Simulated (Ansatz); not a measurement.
# H₄InO₂Si radical: a ladder of functionals and wavefunction methods

An exercise on one series of results from a longer session: the logs are not shown, and one member is left open.

Computed with Ansatz 0.2.0, Gaussian basis. Level: functionals in def2-TZVPP, the program's frozen cores in correlated methods.

The runs, in order: LDA (SPW92), PBE-D4, revPBE-D4, BLYP-D4, r2SCAN-D4, B97M-V, PBE0-D4, B3LYP-D4, r2SCANh-D4, r2SCAN0-D4, HSE06-D4, BHLYP-D4, CAM-B3LYP-D4, LC-ωPBE, ωB97X-V, ωB97M-V, B2PLYP, PBE-QIDH; CCSD(T)/def2-SVP; CCSD(T)/def2-TZVPP; MP2/def2-QZVPP; extrapolation to the limit; RPA on PBE.

1 further run of the same task is left out (for a known fault of the program).

## Structure used throughout

All runs share one geometry, relaxed beforehand with PBE0-D4 in a triple-zeta def2 set. In takes the def2 core potential; no spin-orbit term is included.

SMILES `[OH][In][O][SiH3]`, 8 atoms, charge 0, spin multiplicity 2.

Atoms are counted from 1 here; the program's logs count them from 0.

Bond lengths: O1–In2 2.001 Å, O1–H5 0.964 Å, In2–O3 2.006 Å, O3–Si4 1.630 Å, Si4–H6 1.491 Å, Si4–H7 1.488 Å, Si4–H8 1.493 Å. Angles: In2–O1–H5 108.9°, O1–In2–O3 112.2°, In2–O3–Si4 138.4°, O3–Si4–H6 111.7°, O3–Si4–H7 109.0°, O3–Si4–H8 111.8°, H6–Si4–H7 108.5°, H6–Si4–H8 107.3°, H7–Si4–H8 108.4°.

The first run:

in.yaml

```yaml
crystal:
  periodic: [false, false, false]
  atoms:
    - {symbol: O, position_ang: [-1.599107, 2.778239, -0.886380]}
    - {symbol: In, position_ang: [-1.681690, 0.842156, -0.387686]}
    - {symbol: O, position_ang: [0.134199, 0.081156, -0.003447]}
    - {symbol: Si, position_ang: [0.790449, -1.346229, 0.430022]}
    - {symbol: H, position_ang: [-0.678861, 3.065916, -0.870828]}
    - {symbol: H, position_ang: [0.776526, -2.323802, -0.696310]}
    - {symbol: H, position_ang: [2.202007, -1.125473, 0.845490]}
    - {symbol: H, position_ang: [0.056477, -1.971962, 1.569139]}
basis:
  gaussian: {orbitals: def2-TZVPP}
magnetization: {spin_polarized: true, initial_magnetization: 1}
hamiltonian: {xc: lda}
output: {orbitals: {seedname: orbitals}}
```

Launch:

```sh
$ ansatz run in.yaml --threads 4 --pin off --events-out ev --progress --plain --max-ram 10444MiB
```

Steps of the session up to this table: LDA; PBE-D4 (GGA); revPBE-D4 (GGA); BLYP-D4 (GGA); r2SCAN-D4 (meta-GGA); B97M-V (meta-GGA); PBE0-D4 (hybrid); B3LYP-D4 (hybrid); r2SCANh-D4 (hybrid); r2SCAN0-D4 (hybrid); HSE06-D4 (hybrid); BHLYP-D4 (hybrid); CAM-B3LYP-D4 (range-separated); LC-ωPBE (range-separated); ωB97X-V (range-separated); ωB97M-V (range-separated); B2PLYP (double hybrid); PBE-QIDH (double hybrid).

One table of the session follows, with a row left open; its other results are not shown here.

It belongs to the step «Orbital energies across the functionals». 

```
  functional  HOMO (eV)  LUMO (eV)  gap (eV)
 LDA (SPW92)      -5.98      -5.29      0.69
      PBE-D4      -5.82      -4.93      0.89
   revPBE-D4          ?          ?         ?
     BLYP-D4      -5.68      -4.96      0.72
   r2SCAN-D4      -6.22      -4.64      1.57
      B97M-V      -5.90      -5.08      0.82
     PBE0-D4      -6.95      -4.05      2.90
    B3LYP-D4      -6.74      -4.48      2.27
  r2SCANh-D4      -6.64      -4.33      2.31
  r2SCAN0-D4      -7.27      -3.87      3.40
    HSE06-D4      -6.55      -4.43      2.13
    BHLYP-D4      -7.92      -3.33      4.59
CAM-B3LYP-D4      -8.22      -3.24      4.97
     LC-ωPBE      -9.48      -1.75      7.73
     ωB97X-V      -9.05      -2.13      6.92
     ωB97M-V      -9.07      -2.38      6.69
```

**Question.** Estimate the row for revPBE-D4.

**Answer.** HOMO (eV): -5.76; LUMO (eV): -4.79; gap (eV): 0.97. In the column «HOMO (eV)» it lies between PBE-D4 (-5.82) and BLYP-D4 (-5.68).
